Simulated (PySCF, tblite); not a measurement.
# C₅H₁₂N₂OSi₂: geometry, infrared bands and NMR shifts

Wanted: the infrared bands and NMR shifts of C₅H₁₂N₂OSi₂ (`O=CN[C@@H]1C=C[C@@H]1N([SiH3])[SiH3]`), by calculation.

Computed with tblite 0.8.0 and PySCF 2.14.0, with density-fitted response routines of our own, on a single molecule in the gas phase. Atoms count from 0, in the outputs and in this text.

### Step 1. The molecule as given

22 atoms, charge 0, multiplicity 1; geometry from: force field or distance geometry start.

Bonds of the start (Å): O0–C1 1.26, C1–N2 1.42, N2–C3 1.45, C3–C4 1.45, C4–C5 1.30, C5–C6 1.43, C6–N7 1.45, N7–Si8 1.80, N7–Si9 1.81, C6–C3 1.49, C1–H10 1.08, N2–H11 1.05, C3–H12 1.14, C4–H13 1.11, C5–H14 1.10, C6–H15 1.13, Si8–H16 1.47, Si8–H17 1.47, Si8–H18 1.47, Si9–H19 1.47, Si9–H20 1.48, Si9–H21 1.46.

### Step 2. Geometry optimisation with GFN2-xTB

What the job is given:

```
{"job": {"kind": "relax", "xc": "GFN2-xTB", "basis": "xTB"}, "charge": 0, "multiplicity": 1}
O      1.499200     1.147500     2.956400
C      1.725600     1.552800     1.780000
N      1.506400     0.725200     0.643400
C      0.963500    -0.617400     0.742000
C      1.789600    -1.517600    -0.043600
C      0.833500    -1.798500    -0.878700
C     -0.120800    -0.960900    -0.217500
N     -0.580300     0.234200    -0.891800
Si    -1.889500    -0.209000    -2.051200
Si    -1.388800     1.206300     0.405000
H      2.125300     2.556200     1.700700
H      1.711100     1.106600    -0.311800
H      0.760800    -0.936000     1.812700
H      2.849600    -1.829000     0.025200
H      0.798700    -2.445300    -1.768200
H     -0.943300    -1.516200     0.322600
H     -1.339500    -0.234500    -3.410100
H     -2.430700    -1.503800    -1.622400
H     -3.010500     0.743000    -2.007200
H     -1.265900     0.496500     1.688800
H     -2.838800     1.307900     0.139700
H     -0.765600     2.511400     0.584200
```

On the command line:

```bash
$ OMP_NUM_THREADS=1 python probes_run.py task.json out
```

This one command runs all jobs of the session in turn.

**Question.** This job is followed by: GFN2-xTB harmonic vibrations, gas phase; GIAO PBE0/pcSseg-1 NMR shielding, non-relativistic, gas phase. What will the session give for the following? strongest single infrared mode (GFN2-xTB); zero-point energy (GFN2-xTB); ¹³C shifts against TMS (PBE0/pcSseg-1); ¹H shifts against TMS (PBE0/pcSseg-1, means over atoms taken as alike); ¹⁷O shifts against H2O (PBE0/pcSseg-1); ¹⁵N shifts against NH3 (PBE0/pcSseg-1); ²⁹Si shifts against TMS (PBE0/pcSseg-1, means over atoms taken as alike).

As calculated:

```
                                                                quantity                                         value
                               strongest single infrared mode (GFN2-xTB)                         1767 cm⁻¹, 591 km/mol
                                            zero-point energy (GFN2-xTB)                                 97.3 kcal/mol
                                  ¹³C shifts against TMS (PBE0/pcSseg-1)           161.5, 154.3, 150.3, 65.3, 55.7 ppm
  ¹H shifts against TMS (PBE0/pcSseg-1, means over atoms taken as alike)  8.31, 6.85, 6.57, 5.57, 5.00, 4.69, 4.33 ppm
                                  ¹⁷O shifts against H2O (PBE0/pcSseg-1)                                     416.6 ppm
                                  ¹⁵N shifts against NH3 (PBE0/pcSseg-1)                                140.4, 8.5 ppm
²⁹Si shifts against TMS (PBE0/pcSseg-1, means over atoms taken as alike)                                     -52.0 ppm
```

In words: Relaxing lowered the energy by 1.702 eV in 212 steps; the close pair that moved most is C3–C6, from 1.488 to 1.582 Å. No mode is imaginary among the 60: a minimum at this level. The strongest single mode, at 1767 cm⁻¹, moves mainly C1 and O0. Unscaled tight-binding wavenumbers are off by several per cent, some by more. Its intensities can rank the bands wrongly. The most deshielded carbon is C1 (amide carbonyl carbon), at 161.5 ppm: it is a carbonyl in resonance with an O or N lone pair, the region of acids, esters and amides. At PBE0/pcSseg-1: The widest tensor belongs to O0: span 743 ppm, with a paramagnetic part of -482 ppm.
